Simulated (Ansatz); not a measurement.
# B2AsN: the band gap up the ladder of functionals

An exercise on one series of results from a longer session: the logs are not shown, and one member is left open.

Program: Ansatz 0.2.0. PAW datasets, plane waves. These are computed values for a spin-unpolarised cell that may be hypothetical; none is a measurement.

### The structure to begin with

The cell was relaxed beforehand with r2SCAN.

It is tetragonal, P-4m2 (No. 115); a = 2.997 Å, c = 8.426 Å in the conventional setting, 9.46 Å³ an atom. N has 4 B at 1.71–1.72 Å; B has 4 N at 1.71 Å; B has 2 N at 1.72 Å and 2 As at 1.98 Å; As has 4 B at 1.95–1.98 Å; B has 4 As at 1.95 Å.

The structure in full:

```cif
data_structure
_symmetry_space_group_name_H-M 'P-4m2'
_symmetry_Int_Tables_number 115
_cell_length_a 2.9971
_cell_length_b 2.9971
_cell_length_c 8.4263
_cell_angle_alpha 90.000
_cell_angle_beta 90.000
_cell_angle_gamma 90.000
_cell_volume 75.69
loop_
_atom_site_label
_atom_site_type_symbol
_atom_site_symmetry_multiplicity
_atom_site_Wyckoff_symbol
_atom_site_fract_x
_atom_site_fract_y
_atom_site_fract_z
_atom_site_occupancy
N1 N 2 g 0.50000 0.00000 0.09699 1
B1 B 1 b 0.50000 0.50000 0.00000 1
B2 B 2 e 0.00000 0.00000 0.80199 1
As1 As 2 g 0.50000 0.00000 0.64896 1
B3 B 1 c 0.50000 0.50000 0.50000 1
```

The first run:

input.yaml reads:

```yaml
crystal:
  lattice:
    - [2.9971104352, 0.0, 0.0]
    - [0.0, 2.9971104352, 0.0]
    - [0.0, 0.0, 8.4263191063]
  atoms:
    - { symbol: "N", position: [0.5, 0.0, 0.0969940857] }
    - { symbol: B, position: [0.5, 0.5, 0.0] }
    - { symbol: "N", position: [0.0, 0.5, 0.9030059143] }
    - { symbol: B, position: [0.0, 0.0, 0.8019866154] }
    - { symbol: As, position: [0.5, 0.0, 0.6489606519] }
    - { symbol: B, position: [0.5, 0.5, 0.5] }
    - { symbol: As, position: [0.0, 0.5, 0.3510393481] }
    - { symbol: B, position: [0.0, 0.0, 0.1980133846] }
kpoints:
  mp_grid: { grid: [8, 8, 4] }
  band_path:
    path:
      - [[0.0, 0.0, 0.0], [0.0, 0.5, 0.0], [0.5, 0.5, 1.034231290989e-32], [0.0, 0.0, 0.0], [-4.009076922295e-50, 0.0, 0.5], [-4.009076922295e-50, 0.5, 0.5], [0.5, 0.5, 0.5], [-4.009076922295e-50, 0.0, 0.5]]
      - [[0.0, 0.5, 0.0], [-4.009076922295e-50, 0.5, 0.5]]
      - [[0.5, 0.5, 1.034231290989e-32], [0.5, 0.5, 0.5]]
    npoints: 10
hamiltonian:
  xc: pbe
scf:
  occupations: { method: fermi_dirac, width: 0.02 }
  n_extra_bands: 6
output:
  forces: true
  stress: true
  eigenvalues: true
  write_density: true
  write_potential: true
  elf: true
  volumetric_format: npy
```

Command:

```
$ ansatz run input.yaml --threads 4 --pin off --max-ram 6451MiB --backend cpu --events-out ev --progress --plain --runs-dir out
```

Steps of the session up to this table: PBE bands along the symmetry lines; Single point with r2SCAN; HSE06 at the same geometry; PBE+SOC; Single point with PBE0.

One table of the session follows, with a row left open; its other results are not shown here.

| level | gap (eV) |
| --- | --- |
| PBE | 0.81 |
| r2SCAN | 1.11 |
| HSE06 | 1.62 |
| PBE+SOC | 0.74 |
| PBE0 | ? |

Estimate the missing values for PBE0.

**Answer.** gap (eV): 2.33. In the column «gap (eV)» it is the highest.

Meshes: PBE 8×8×4, r2SCAN 8×8×4, HSE06 6×6×2, PBE+SOC 8×8×4, PBE0 6×6×2

In words: PBE+SOC gives the least gap, 0.74 eV, and PBE0 the largest, 2.33 eV. PBE reaches 50 % of the HSE06 value, and r2SCAN 69 %. PBE0 lies 0.71 eV above HSE06, which differs from it by screening the long-range exchange.

Caveats from the session: Warnings in the runs' records: stress exchange threshold loose, stress scf threshold loose.
